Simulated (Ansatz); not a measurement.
# Si2H3Cl3: up Jacob's ladder to CCSD(T)

Aim: compute Si2H3Cl3 with functionals from several rungs and with coupled cluster, and see how far each lands from CCSD(T) at the basis-set limit for the atomisation energy.

The runs use Ansatz 0.2.0, Gaussian basis; functionals in def2-TZVPP, the program's frozen cores in correlated methods.

The runs, in order: LDA (SPW92), PBE-D4, revPBE-D4, BLYP-D4, r2SCAN-D4, B97M-V, PBE0-D4, B3LYP-D4, r2SCANh-D4, r2SCAN0-D4, HSE06-D4, BHLYP-D4, CAM-B3LYP-D4, LC-ωPBE, ωB97X-V, ωB97M-V, B2PLYP, PBE-QIDH; CCSD(T)/def2-SVP; CCSD(T)/def2-TZVPP; MP2/def2-QZVPP; extrapolation to the limit; RPA on PBE.

### Step 1. Structure used throughout

All runs share one geometry, relaxed beforehand with PBE0-D4 in a triple-zeta def2 set.

SMILES `Cl[SiH2][SiH](Cl)Cl`, 8 atoms, charge 0, spin multiplicity 1.

Atoms are counted from 1 here; the program's logs count them from 0.

Bond lengths: Cl1–Si2 2.056 Å, Si2–Si3 2.338 Å, Si2–H6 1.484 Å, Si2–H7 1.482 Å, Si3–Cl4 2.047 Å, Si3–Cl5 2.052 Å, Si3–H8 1.480 Å. Angles: Cl1–Si2–Si3 108.2°, Cl1–Si2–H6 108.6°, Cl1–Si2–H7 109.1°, Si3–Si2–H6 110.6°, Si3–Si2–H7 110.0°, H6–Si2–H7 110.3°, Si2–Si3–Cl4 109.1°, Si2–Si3–Cl5 107.6°, Si2–Si3–H8 114.7°, Cl4–Si3–Cl5 109.8°, Cl4–Si3–H8 107.8°, Cl5–Si3–H8 107.9°.

### Step 2. LDA

This LDA is Slater exchange with PW92 correlation.

Contents of in.yaml:

```yaml
crystal:
  periodic: [false, false, false]
  atoms:
    - {symbol: Cl, position_ang: [-0.458726, 0.128409, 2.609592]}
    - {symbol: Si, position_ang: [-0.094290, 0.920778, 0.747297]}
    - {symbol: Si, position_ang: [0.244634, -0.847419, -0.744068]}
    - {symbol: Cl, position_ang: [-1.463117, -1.970546, -0.847971]}
    - {symbol: Cl, position_ang: [0.656667, -0.037564, -2.583772]}
    - {symbol: H, position_ang: [1.114063, 1.777978, 0.825061]}
    - {symbol: H, position_ang: [-1.266758, 1.723236, 0.324478]}
    - {symbol: H, position_ang: [1.359629, -1.751973, -0.386418]}
basis:
  gaussian: {orbitals: def2-TZVPP}
hamiltonian: {xc: lda}
output: {orbitals: {seedname: orbitals}}
```

Further steps of the session: PBE-D4 (GGA); revPBE-D4 (GGA); BLYP-D4 (GGA); r2SCAN-D4 (meta-GGA); B97M-V (meta-GGA); PBE0-D4 (hybrid); B3LYP-D4 (hybrid); r2SCANh-D4 (hybrid); r2SCAN0-D4 (hybrid); HSE06-D4 (hybrid); BHLYP-D4 (hybrid); CAM-B3LYP-D4 (range-separated); LC-ωPBE-D4 (range-separated); ωB97X-V (range-separated); ωB97M-V (range-separated); B2PLYP (double hybrid); PBE-QIDH (double hybrid); CCSD(T) in def2-SVP; CCSD(T) in def2-TZVPP; MP2 in def2-QZVPP; RPA on PBE orbitals.

Before running them: what should the planned runs give, taken together? Wanted: atomisation energy, CCSD(T)/CBS; farthest beyond LDA; mean size of error, GGA; mean size of error, meta-GGA; mean size of error, hybrid; mean size of error, range-separated; mean size of error, double hybrid; gap, smallest and largest; T1 diagnostic.

The runs gave:

| quantity | value |
| --- | --- |
| atomisation energy, CCSD(T)/CBS | 2434.6 kJ/mol |
| functionals within 12.2 kJ/mol (0.5 %) | PBE-D4, r2SCAN-D4, r2SCANh-D4, ωB97M-V |
| farthest beyond LDA | BHLYP-D4 (-65.8 kJ/mol) |
| mean size of error, GGA | 39.7 kJ/mol |
| mean size of error, meta-GGA | 20.9 kJ/mol |
| mean size of error, hybrid | 25.3 kJ/mol |
| mean size of error, range-separated | 27.2 kJ/mol |
| mean size of error, double hybrid | 41.1 kJ/mol |
| gap, smallest and largest | 4.93 eV (LDA (SPW92)), 11.95 eV (LC-ωPBE) |
| T1 diagnostic | 0.0098 |
| triples share of the correlation energy | 4.1 % |

**Reading.** The LDA atomisation energy is off by 284.6 kJ/mol (12 %): it overbinds. PBE-D4 is off by -3.4 kJ/mol. Double hybrids carry the basis error of their MP2 part in triple zeta, and no dispersion term here, so their miss is partly the set-up's. By mean error the best rung here is meta-GGA (20.9 kJ/mol) and the worst beyond LDA is double hybrid (41.1 kJ/mol). The gap between the best rungs is small, so their order is not settled. Misses under about 12.2 kJ/mol are within the doubt on the reference itself, which lacks core-valence correlation, relativity and higher excitations. Hartree-Fock recovers 75 % of the binding; the rest is correlation. CCSD(T) in def2-SVP is off by -235.7 kJ/mol, so the small basis spoils what the method gains. The gap grows from 4.9 to 12.0 eV across the functionals, mostly with the share of exact exchange.
